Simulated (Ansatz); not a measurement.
# CrO2: the cost of one run

Computed with Ansatz 0.2.0 (DFT LDA+U (U_eff = 8 eV on Cr d), plane waves, PAW, unless a step's input says otherwise).

## (1) The starting structure

Symmetry: P4_2/mnm, No. 136, tetragonal system. The conventional cell has a = 4.421 Å, b = 4.421 Å, c = 2.917 Å, α = 90.00°, β = 90.00°, γ = 90.00°. Cr (site symmetry mmm) is surrounded by 6 O at 1.88 to 1.92 Å. O (site symmetry m2m) has 3 Cr at 1.88 to 1.92 Å as nearest neighbours.

As a file:

```xyz
6
Lattice="4.4210 0.0000 0.0000 0.0000 4.4210 0.0000 0.0000 0.0000 2.9170" Properties=species:S:1:pos:R:3 pbc="T T T"
Cr    0.0000    0.0000    0.0000
Cr    2.2105    2.2105    1.4585
O     1.3307    1.3307    0.0000
O     0.8798    3.5412    1.4585
O     3.0903    3.0903    0.0000
O     3.5412    0.8798    1.4585
```

An earlier series on this cell reached its lowest free state from «ferromagnetic start, free, symmetry kept, no search», perhaps among other starts.

## (2) Total moment locked, 2.00 μB per cell

Input file input.yaml:

```yaml
crystal:
  lattice:
    - [4.42100083, 0.0, 0.0]
    - [0.0, 4.42100083, 0.0]
    - [0.0, 0.0, 2.91700055]
  atoms:
    - { symbol: Cr, position: [0.0, 0.0, 0.0], spin: 1.0 }
    - { symbol: Cr, position: [0.5, 0.5, 0.5], spin: 1.0 }
    - { symbol: O, position: [0.301, 0.301, 0.0] }
    - { symbol: O, position: [0.199, 0.801, 0.5] }
    - { symbol: O, position: [0.699, 0.699, 0.0] }
    - { symbol: O, position: [0.801, 0.199, 0.5] }
basis:
  ecutwfc: 420
  ecutrho_ratio: 4
kpoints:
  mp_grid: { grid: [4, 4, 6] }
hamiltonian:
  xc: lda
  hubbard:
    sites: [{ site: 0, l: d, u_eff: 8.0 }, { site: 1, l: d, u_eff: 8.0 }]
scf:
  occupations: { method: gaussian, width: 0.05 }
  lower_state_search: "off"
  max_iter: 150
output:
  forces: true
  stress: true
  eigenvalues: true
  populations: true
  hubbard: { sites: [{ site: 0, l: d }, { site: 1, l: d }] }
magnetization:
  spin_polarized: true
  initial_magnetization: 2.0
  spin_locking: { lock_magnetization: hard }
```

The lock stays on to the end, so the result is a constrained state.

Command:

```
> ansatz run input.yaml --threads 4 --pin off --max-ram 6144MiB --backend cpu --events-out ev --progress --plain --runs-dir out
```

What time and memory should one allow on 4 threads of Arm Neoverse V1, shared host?

About 3.4 s, with a peak of 0.42 GiB.
